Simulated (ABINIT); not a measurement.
Si2C:

```
CELL_PARAMETERS angstrom
3.37973 0.00000 0.00000
-1.68986 2.92693 0.00000
0.00000 0.00000 4.65332
ATOMIC_POSITIONS crystal
Si 0.33333 0.66667 0.75035
Si 0.33333 0.66667 0.24965
C 0.00000 0.00000 0.00000
```

The cell was built by a generator and needn't be a form met in nature.

Base run:

- Program: ABINIT 10.8.3 (patched build)
- Functional: PBEsol
- Potentials or basis: PseudoDojo NC SR PBEsol v0.4.1 standard
- Cutoff: 1007 eV
- k mesh: 7 × 7 × 4
- Occupations: fermi-dirac, width 0.05 eV
- Spin: no spin polarisation

Its results: band gap on the k mesh none (metal or under the smearing width); pressure -15.3 GPa; largest force 0.489 eV/Å.

Question: The run is repeated on the same cell with these changes: functional from PBEsol to LDA; potentials or basis from PseudoDojo NC SR PBEsol v0.4.1 standard to PseudoDojo NC SR LDA v0.4 stringent; cutoff from 1007 eV to 503 eV. What comes out?

Answer: Band gap on the k mesh none (metal or under the smearing width); pressure -23.1 GPa; largest force 0.450 eV/Å.

Caveats: so large a pressure means that the cell lies far from this level's equilibrium, or that cutoff or potentials fall short; the cutoff is short for stress, so the pressure is rough (some runs).
